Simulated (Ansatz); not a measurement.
Co: single point with PBE

The system is Co, a slab with vacuum.

```xyz
5
Lattice="2.5190 0.0000 0.0000 -1.2595 2.1815 0.0000 0.0000 0.0000 23.1820" Properties=species:S:1:pos:R:3 pbc="T T T"
Co    0.0000    1.4543    7.5000
Co    1.2595    0.7272    9.5455
Co    0.0000    1.4543   11.5910
Co    1.2595    0.7272   13.6365
Co    0.0000    1.4543   15.6820
```

The cell isn't the ideal one: the (0 0 1) slab of Co, cut from the database cell, not relaxed.

```yaml
Program: Ansatz 0.2.0
Task: single point
Functional: PBE
Potentials_or_basis: Ansatz PAW
Cutoff: "420 eV (not typed: the program's choice for these potentials)"
k_mesh: 12 × 12 × 1
Occupations: fermi-dirac, width 0.05 eV
Spin: collinear spin, ferromagnetic start
Starting_moments: "[2.0, 2.0, 2.0, 2.0, 2.0] μB"
```

```yaml
Largest_force: 0.539 eV/Å
Band_gap_on_the_k_mesh: none (metal or under the smearing width)
Net_moment: 8.69 μB per cell
Absolute_moment: 9.50 μB per cell
Site_moments: Co +1.85, +1.79, +1.74 μB
Work_function_of_the_upper_face: 4.94 eV
Work_function_of_the_lower_face: 4.94 eV
Dipole_across_the_slab: 0.000 e·Å
```

Forces in eV/Å, atoms in the order of the input:
```
Co   0.000  0.000  0.539
Co   0.000  0.000 -0.341
Co   0.000  0.000  0.000
Co   0.000  0.000  0.341
Co   0.000  0.000 -0.539
```

Levels at points of the mesh, in eV from the Fermi level:
Spin up:
| k point | band 45 | band 46 | band 47 | band 48 | band 49 | band 50 |
| --- | --- | --- | --- | --- | --- | --- |
| (0.00, 0.00, 0.00) | -1.25 | -1.08 | -1.08 | -1.00 | -1.00 | -0.66 |
| (0.00, -0.50, 0.00) | -0.62 | 0.93 | 0.96 | 1.61 | 2.45 | 2.91 |
Spin down:
| k point | band 35 | band 36 | band 37 | band 38 | band 39 | band 40 | band 41 | band 42 |
| --- | --- | --- | --- | --- | --- | --- | --- | --- |
| (0.00, 0.00, 0.00) | -0.79 | -0.66 | -0.66 | -0.57 | -0.57 | -0.23 | 0.07 | 0.07 |
| (0.00, -0.50, 0.00) | -0.40 | 0.09 | 0.55 | 0.62 | 0.69 | 1.12 | 1.20 | 1.25 |

Run time: 15 s on 4 threads of Arm Neoverse V1, with other jobs on the host, peak memory 0.56 GiB.
